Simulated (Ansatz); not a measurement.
# C2H5OSb: the cost of one run

Method: RKS PBE/def2-SVP, in Ansatz 0.2.0.

### 1 Starting point

Bond lengths: C1–Sb2 2.106 Å, Sb2–C3 2.130 Å, Sb2–O4 2.070 Å, C3–O4 1.423 Å, C1–H5 1.119 Å, C1–H6 1.175 Å, C1–H7 1.110 Å, C3–H8 1.036 Å, C3–H9 1.160 Å. Angles (14 of 16 angles, heavy atoms first): C1–Sb2–C3 91.1°, C1–Sb2–O4 92.1°, C3–Sb2–O4 39.6°, Sb2–C3–O4 67.9°, Sb2–O4–C3 72.5°, Sb2–C1–H5 113.6°, Sb2–C1–H6 110.6°, Sb2–C1–H7 111.4°, Sb2–C3–H8 118.2°, Sb2–C3–H9 114.1°, O4–C3–H8 115.2°, O4–C3–H9 108.5°, H5–C1–H6 106.6°, H5–C1–H7 109.4°.

Structure file:

```xyz
9

C    -0.5626    1.1444   -0.6843
Sb    1.1673    0.7088    0.4357
C     0.4528   -1.2539    0.8539
O     1.2607   -1.2172   -0.3170
H    -0.5655    0.6824   -1.7032
H    -0.6708    2.3034   -0.8419
H    -1.4827    0.8448   -0.1414
H    -0.5504   -1.4554    0.6910
H     1.0398   -1.8036    1.6900
```

### 2 End point A

The input, input.yaml:

```yaml
crystal:
  periodic: [false, false, false]
  atoms:
    - { symbol: C, position_ang: [-0.5626, 1.1444, -0.6843] }
    - { symbol: Sb, position_ang: [1.1673, 0.7088, 0.4357] }
    - { symbol: C, position_ang: [0.4528, -1.2539, 0.8539] }
    - { symbol: O, position_ang: [1.2607, -1.2172, -0.317] }
    - { symbol: H, position_ang: [-0.5655, 0.6824, -1.7032] }
    - { symbol: H, position_ang: [-0.6708, 2.3034, -0.8419] }
    - { symbol: H, position_ang: [-1.4827, 0.8448, -0.1414] }
    - { symbol: H, position_ang: [-0.5504, -1.4554, 0.691] }
    - { symbol: H, position_ang: [1.0398, -1.8036, 1.69] }
basis:
  gaussian: { orbitals: def2-SVP }
hamiltonian:
  xc: pbe
relax:
  f_tol: 0.02
  max_steps: 50
```

Launch:

```console
> ansatz run input.yaml --threads 2 --pin off --max-ram 3072MiB --backend cpu --events-out ev --progress --plain --runs-dir out
```

What time and memory should one allow on 2 threads of Intel Xeon at 2.60GHz (Ice Lake), shared host?

About 14 s, with a peak of 0.15 GiB.
